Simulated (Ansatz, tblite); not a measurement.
# The cluster Ga₂Te₃: charged states by level of theory

Aim: the energy of removing and adding an electron for the cluster Ga₂Te₃, by energy differences, and how well orbital energies stand in for it.

Method: as each input shows; program: Ansatz 0.2.0, Gaussian basis.

Plan: charge +1 doublet, at the geometry of the singlet (PBE0-D4/def2-TZVP, PBE-D4/def2-TZVP, r2SCAN-D4/def2-TZVP); charge -1 doublet, at the geometry of the singlet (PBE0-D4/def2-TZVPD, PBE-D4/def2-TZVPD, r2SCAN-D4/def2-TZVPD); the starting singlet's energies come from earlier runs.

5 further runs of the same task are left out: 5 set aside as unsound or not needed. Runs told in other sessions of the task aren't counted.

## Step 1: The structure

The geometry is that of the singlet, from an earlier relaxation (r2SCAN-D4/def2-SVP). At that level it is the lowest of the isomers that a small search found.

5 atoms, charge 0, spin multiplicity 1.

Atoms are counted from 1 here; the program's logs count them from 0.

Bond lengths: Ga1–Te3 2.444 Å, Ga1–Te4 2.476 Å, Ga1–Te5 2.660 Å, Ga2–Te3 2.776 Å, Ga2–Te5 2.732 Å, Te4–Te5 2.976 Å. Angles: Te3–Ga1–Te4 172.8°, Te3–Ga1–Te5 116.5°, Te4–Ga1–Te5 70.7°, Te3–Ga2–Te5 104.0°, Ga1–Te3–Ga2 70.9°, Ga1–Te4–Te5 57.5°, Ga1–Te5–Ga2 68.6°, Ga1–Te5–Te4 51.7°, Ga2–Te5–Te4 120.4°.

Te takes a core potential in the def2 sets. No spin-orbit coupling is included.

## Step 2: Charge +1 doublet at the fixed geometry, PBE0-D4/def2-TZVP

File in.yaml:

```yaml
crystal:
  periodic: [false, false, false]
  atoms:
    - {symbol: Ga, position_ang: [-0.591146, -0.732525, -0.008981]}
    - {symbol: Ga, position_ang: [0.075456, 2.233209, 0.036850]}
    - {symbol: Te, position_ang: [-2.377706, 0.934059, 0.028382]}
    - {symbol: Te, position_ang: [0.993079, -2.634637, -0.049092]}
    - {symbol: Te, position_ang: [1.900318, 0.199883, -0.007160]}
basis:
  gaussian: {orbitals: def2-TZVP}
total_charge: 1
magnetization: {spin_polarized: true, initial_magnetization: 1}
hamiltonian: {xc: pbe0, dispersion: d4}
scf: {omitted_lower_state_checks: [starts]}
output: {orbitals: {seedname: orbitals}}
```

Command:

```
ansatz run in.yaml --threads 4 --pin off --events-out ev --progress --plain --max-ram 4787MiB
```

What it wrote:

```text
Functional definition: PBE0
  name "PBE0"
  cite "Adamo & Barone, J. Chem. Phys. 110, 6158 (1999) doi:10.1063/1.478522"
  cite "Perdew, Burke & Ernzerhof, Phys. Rev. Lett. 77, 3865 (1996) doi:10.1103/PhysRevLett.77.3865"
  parent pbe
  parameter a = 0.25
  parameter kappa = 0.804
  parameter beta = 0.06672455060314922
  exchange = (1 - a)*pbe_x(kappa = kappa, mu = beta*pi^2/3) + a*exact_x
  correlation = pbe_c(beta = beta)
these checks for a lower state are left out or cut short: starts
2083 factors; integrals over basis functions are off by at most 9.0e-4 eV
mean field evaluation 1: about -126616.8212 eV, gradient 2.7e1 eV
mean field evaluation 2: about -126603.3825 eV, gradient 5.4e1 eV
mean field evaluation 4: about -126620.0981 eV, gradient 3.3e0 eV
mean field evaluation 8: about -126620.2623 eV, gradient 8.6e-1 eV
mean field evaluation 16: about -126620.2698 eV, gradient 1.2e-2 eV
mean field evaluation 32: about -126620.4246 eV, gradient 1.1e-1 eV
mean field -126620.42502449 eV, -4653.2147932434 hartree, gradient 3.9e-6 eV, S^2 0.772935; 0 other end points of the search recorded, 0 dependent functions left out
reference -126620.42505410 eV, -4653.2147943313 hartree; 67, 66 occupied and 179, 180 virtual orbitals, 2083 factors
Total energy: -126620.75618404 eV, -4653.2269631322 hartree
Checks for a lower state left out: starts
```

Run time: 32 s. Hardware: 4 threads of AMD EPYC 7B13, shared host; peak memory 1.5 GiB.

HOMO -10.52 eV, LUMO -9.10 eV (over both spins); ⟨S²⟩ 0.773 (pure: 0.75).

## Step 3: Charge +1 doublet at the fixed geometry, PBE-D4/def2-TZVP

start.molden holds the orbitals of an earlier run on this state, given as this run's starting guess.

in.yaml, as its differences from that of step 2:

```diff
@@ -9,6 +9,6 @@
 basis:
-  gaussian: {orbitals: def2-TZVP}
+  gaussian: {orbitals: def2-TZVP, initial_orbitals: start.molden}
 total_charge: 1
 magnetization: {spin_polarized: true, initial_magnetization: 1}
-hamiltonian: {xc: pbe0, dispersion: d4}
+hamiltonian: {xc: pbe, dispersion: d4}
 scf: {omitted_lower_state_checks: [starts]}
```

The command is unchanged.

What it wrote:

```text
Functional definition: PBE
  name "PBE"
  cite "Perdew, Burke & Ernzerhof, Phys. Rev. Lett. 77, 3865 (1996) doi:10.1103/PhysRevLett.77.3865"
  parent pbe
  parameter kappa = 0.804
  parameter beta = 0.06672455060314922
  exchange = pbe_x(kappa = kappa, mu = beta*pi^2/3)
  correlation = pbe_c(beta = beta)
these checks for a lower state are left out or cut short: starts
1894 factors; their error is unknown
mean field evaluation 1: about -126617.5860 eV, gradient 9.2e0 eV
mean field evaluation 2: about -126617.7816 eV, gradient 3.0e-1 eV
mean field evaluation 4: about -126617.3960 eV, gradient 6.6e-1 eV
mean field evaluation 8: about -126617.3965 eV, gradient 9.1e-5 eV
mean field evaluation 16: about -126617.3965 eV, gradient 6.4e-6 eV
mean field -126617.39652344 eV, -4653.1034978824 hartree, gradient 6.4e-6 eV, S^2 0.756513; 0 other end points of the search recorded, 0 dependent functions left out
reference -126617.39656271 eV, -4653.1034993258 hartree; 67, 66 occupied and 179, 180 virtual orbitals, 1894 factors
Total energy: -126617.77529022 eV, -4653.1174173051 hartree
Checks for a lower state left out: starts
```

It took 10 s on 4 threads of AMD EPYC 7B13, shared host.

From the report: HOMO -9.83 eV, LUMO -9.65 eV (over both spins); ⟨S²⟩ 0.757 (pure: 0.75).

## Step 4: Charge +1 doublet at the fixed geometry, r2SCAN-D4/def2-TZVP

in.yaml, as its differences from that of step 3:

```diff
@@ -12,3 +12,3 @@
 magnetization: {spin_polarized: true, initial_magnetization: 1}
-hamiltonian: {xc: pbe, dispersion: d4}
+hamiltonian: {xc: r2scan, dispersion: d4}
 scf: {omitted_lower_state_checks: [starts]}
```

The command is unchanged.

What it wrote:

```text
Functional definition: r2SCAN
  name "r2SCAN"
  cite "Furness, Kaplan, Ning, Perdew & Sun, J. Phys. Chem. Lett. 11, 8208 (2020) doi:10.1021/acs.jpclett.0c02405"
  cite "Furness, Kaplan, Ning, Perdew & Sun, J. Phys. Chem. Lett. 11, 9248 (2020) doi:10.1021/acs.jpclett.0c03077"
  parent r2scan
  parameter k0 = 0.174
  parameter k1 = 0.065
  parameter a1 = 4.9479
  exchange = r2scan_x(k0 = k0, k1 = k1, a1 = a1)
  correlation = r2scan_c
these checks for a lower state are left out or cut short: starts
1894 factors; their error is unknown
mean field evaluation 1: about -126641.6457 eV, gradient 7.0e0 eV
mean field evaluation 2: about -126641.7417 eV, gradient 1.4e-1 eV
mean field evaluation 4: about -126641.3393 eV, gradient 1.7e-2 eV
mean field evaluation 8: about -126641.3394 eV, gradient 2.0e-5 eV
mean field -126641.33935169 eV, -4653.9833805918 hartree, gradient 5.6e-6 eV, S^2 0.771572; 0 other end points of the search recorded, 0 dependent functions left out
reference -126641.33936993 eV, -4653.9833812621 hartree; 67, 66 occupied and 179, 180 virtual orbitals, 1894 factors
Total energy: -126641.41057894 eV, -4653.9859981450 hartree
Checks for a lower state left out: starts
```

Wall time 21 s (4 threads of AMD EPYC 7B13, shared host).

HOMO -10.04 eV, LUMO -9.65 eV (over both spins); ⟨S²⟩ 0.772 (pure: 0.75).

## Step 5: Vertical ionisation energy

Charged state less starting state, singlet to doublet; the starting state's energies are those of its earlier runs.

| level | vertical ionisation energy (eV) | time |
| --- | --- | --- |
| PBE-D4/def2-TZVP | +7.46 | 13 s |
| r2SCAN-D4/def2-TZVP | +7.60 | 28 s |
| PBE0-D4/def2-TZVP | +7.67 | 40 s |

Times add the two runs; a level without a time comes out of a correlated run.

Beside −ε(HOMO) of the starting state:

| level | −ε(HOMO) (eV) | by difference (eV) | mismatch (eV) |
| --- | --- | --- | --- |
| PBE-D4/def2-TZVP | 5.24 | 7.46 | -2.22 |
| r2SCAN-D4/def2-TZVP | 5.49 | 7.60 | -2.11 |
| PBE0-D4/def2-TZVP | 6.20 | 7.67 | -1.47 |

## Step 6: Charge -1 doublet at the fixed geometry, PBE0-D4/def2-TZVPD

in.yaml, as its differences from that of step 4:

```diff
@@ -9,6 +9,6 @@
 basis:
-  gaussian: {orbitals: def2-TZVP, initial_orbitals: start.molden}
-total_charge: 1
+  gaussian: {orbitals: def2-TZVPD}
+total_charge: -1
 magnetization: {spin_polarized: true, initial_magnetization: 1}
-hamiltonian: {xc: r2scan, dispersion: d4}
+hamiltonian: {xc: pbe0, dispersion: d4}
 scf: {omitted_lower_state_checks: [starts]}
```

Launched as before.

What it wrote, cut to the lines that bear on the results:

```text
Functional definition: PBE0
  name "PBE0"
  cite "Adamo & Barone, J. Chem. Phys. 110, 6158 (1999) doi:10.1063/1.478522"
  cite "Perdew, Burke & Ernzerhof, Phys. Rev. Lett. 77, 3865 (1996) doi:10.1103/PhysRevLett.77.3865"
  parent pbe
[...]
2279 factors; their error is unknown
the host lacks memory for fits, so the integrals are decomposed
2291 factors; integrals over basis functions are off by at most 8.2e-4 eV
[...]
mean field -126629.99946966 eV, -4653.5666476134 hartree, gradient 2.7e-5 eV, S^2 0.756433; 0 other end points of the search recorded, 0 dependent functions left out
reference -126629.99951789 eV, -4653.5666493860 hartree; 68, 67 occupied and 217, 218 virtual orbitals, 2291 factors
Total energy: -126630.35423702 eV, -4653.5796850735 hartree
Checks for a lower state left out: starts
```

Run time: 21 s. Hardware: 4 threads of AMD EPYC 7B13, shared host; peak memory 1.9 GiB.

HOMO -0.52 eV, LUMO 1.32 eV (over both spins); ⟨S²⟩ 0.756 (pure: 0.75).

## Step 7: Charge -1 doublet at the fixed geometry, PBE-D4/def2-TZVPD

in.yaml, as its differences from that of step 6:

```diff
@@ -9,6 +9,6 @@
 basis:
-  gaussian: {orbitals: def2-TZVPD}
+  gaussian: {orbitals: def2-TZVPD, initial_orbitals: start.molden}
 total_charge: -1
 magnetization: {spin_polarized: true, initial_magnetization: 1}
-hamiltonian: {xc: pbe0, dispersion: d4}
+hamiltonian: {xc: pbe, dispersion: d4}
 scf: {omitted_lower_state_checks: [starts]}
```

Same command.

What it wrote:

```text
Functional definition: PBE
  name "PBE"
  cite "Perdew, Burke & Ernzerhof, Phys. Rev. Lett. 77, 3865 (1996) doi:10.1103/PhysRevLett.77.3865"
  parent pbe
  parameter kappa = 0.804
  parameter beta = 0.06672455060314922
  exchange = pbe_x(kappa = kappa, mu = beta*pi^2/3)
  correlation = pbe_c(beta = beta)
these checks for a lower state are left out or cut short: starts
2099 factors; their error is unknown
mean field evaluation 1: about -126626.4711 eV, gradient 9.0e0 eV
mean field evaluation 2: about -126626.6668 eV, gradient 2.6e-1 eV
mean field evaluation 4: about -126626.6287 eV, gradient 5.4e-2 eV
mean field evaluation 8: about -126626.6287 eV, gradient 2.3e-5 eV
mean field -126626.62874821 eV, -4653.4427758850 hartree, gradient 2.3e-5 eV, S^2 0.752607; 0 other end points of the search recorded, 0 dependent functions left out
reference -126626.62880927 eV, -4653.4427781291 hartree; 68, 67 occupied and 217, 218 virtual orbitals, 2099 factors
Total energy: -126627.03428943 eV, -4653.4576792501 hartree
Checks for a lower state left out: starts
```

Run time: 9.5 s. Hardware: 4 threads of AMD EPYC 7B13, shared host; peak memory 0.75 GiB.

From the report: HOMO 0.21 eV, LUMO 0.68 eV (over both spins); ⟨S²⟩ 0.753 (pure: 0.75). Doubts: highest occupied level lies above zero.

## Step 8: Charge -1 doublet at the fixed geometry, r2SCAN-D4/def2-TZVPD

in.yaml, as its differences from that of step 7:

```diff
@@ -12,3 +12,3 @@
 magnetization: {spin_polarized: true, initial_magnetization: 1}
-hamiltonian: {xc: pbe, dispersion: d4}
+hamiltonian: {xc: r2scan, dispersion: d4}
 scf: {omitted_lower_state_checks: [starts]}
```

Same command.

What it wrote:

```text
Functional definition: r2SCAN
  name "r2SCAN"
  cite "Furness, Kaplan, Ning, Perdew & Sun, J. Phys. Chem. Lett. 11, 8208 (2020) doi:10.1021/acs.jpclett.0c02405"
  cite "Furness, Kaplan, Ning, Perdew & Sun, J. Phys. Chem. Lett. 11, 9248 (2020) doi:10.1021/acs.jpclett.0c03077"
  parent r2scan
  parameter k0 = 0.174
  parameter k1 = 0.065
  parameter a1 = 4.9479
  exchange = r2scan_x(k0 = k0, k1 = k1, a1 = a1)
  correlation = r2scan_c
these checks for a lower state are left out or cut short: starts
2099 factors; their error is unknown
mean field evaluation 1: about -126650.8150 eV, gradient 6.8e0 eV
mean field evaluation 2: about -126650.9050 eV, gradient 1.3e-1 eV
mean field evaluation 4: about -126650.8531 eV, gradient 1.4e-3 eV
mean field -126650.85310251 eV, -4654.3330044856 hartree, gradient 2.7e-5 eV, S^2 0.759011; 0 other end points of the search recorded, 0 dependent functions left out
reference -126650.85315702 eV, -4654.3330064887 hartree; 68, 67 occupied and 217, 218 virtual orbitals, 2099 factors
Total energy: -126650.92958755 eV, -4654.3358152590 hartree
Checks for a lower state left out: starts
```

Run time: 18 s. Hardware: 4 threads of AMD EPYC 7B13, shared host; peak memory 0.86 GiB.

From the report: HOMO 0.03 eV, LUMO 0.92 eV (over both spins); ⟨S²⟩ 0.759 (pure: 0.75). Doubts: highest occupied level lies above zero.

## Step 9: Vertical electron affinity

Starting state less charged state (positive: the electron is bound), singlet to doublet; the starting state's energies are those of its earlier runs.

| level | vertical electron affinity (eV) | time |
| --- | --- | --- |
| PBE-D4/def2-TZVPD | +1.78 | 15 s |
| r2SCAN-D4/def2-TZVPD | +1.89 | 26 s |
| PBE0-D4/def2-TZVPD | +1.90 | 32 s |

Times add the two runs; a level without a time comes out of a correlated run.

Beside −ε(LUMO) of the starting state:

| level | −ε(LUMO) (eV) | by difference (eV) | mismatch (eV) |
| --- | --- | --- | --- |
| PBE-D4/def2-TZVPD | 3.80 | 1.78 | +2.02 |
| r2SCAN-D4/def2-TZVPD | 3.81 | 1.89 | +1.92 |
| PBE0-D4/def2-TZVPD | 3.26 | 1.90 | +1.36 |

## Step 10: Outcome

| quantity | value |
| --- | --- |
| vertical ionisation energy, functionals in def2-TZVP | 7.46 (PBE-D4) to 7.67 eV (PBE0-D4) |
| vertical electron affinity, functionals in def2-TZVPD | 1.78 (PBE-D4) to 1.90 eV (PBE0-D4) |

The vertical ionisation energy spans 7.46 to 7.67 eV over the functionals. −ε(HOMO) misses the level's own difference by -1.47 eV at best (PBE0-D4) and -2.22 eV at worst (PBE-D4). The vertical electron affinity spans 1.78 to 1.90 eV over the functionals. −ε(LUMO) misses the level's own difference by +1.36 eV at best (PBE0-D4) and +2.02 eV at worst (PBE-D4).

The anion's highest level is positive in at least one run, so there the basis alone may hold the extra electron.
